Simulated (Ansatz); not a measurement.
Sn3Te in Ansatz: the effect of functional

Sn3Te:

```
Te Sn
1.0
    -2.31614    2.31614    5.55303
     2.31614   -2.31614    5.55303
     2.31614    2.31614   -5.55303
Te Sn
1 3
Direct
  0.00000 0.00000 0.00000
  0.50000 0.50000 0.00000
  0.25000 0.75000 0.50000
  0.75000 0.25000 0.50000
```

The cell comes from a database or a generator and needn't be the stable form of this composition.

The cell isn't the ideal one: volume scaled by 1.02.

Alike in all runs:

* Program: Ansatz 0.2.0
* Task: single point
* Potentials or basis: Ansatz PAW
* k mesh: 8 × 8 × 8
* Occupations: fermi-dirac, width 0.05 eV
* Spin: no spin polarisation

Problem. One run gave: pressure -1.9 GPa. Which functional did it use?
A. PBE
B. r2SCAN
C. LDA

Solution. B.

| functional | cutoff | pressure (GPa) |
| --- | --- | --- |
| LDA | 420 eV (not typed: the program's choice for these potentials) | -4.8 |
| r2SCAN | 500 eV (not typed: the program's choice for these potentials) | -1.9 |
| PBE | 420 eV (not typed: the program's choice for these potentials) | -1.2 |

Caveats: the PAW data sets come from PBE, with cores solved anew for the run's functional, which leaves a small shift of forces and pressure (some runs).
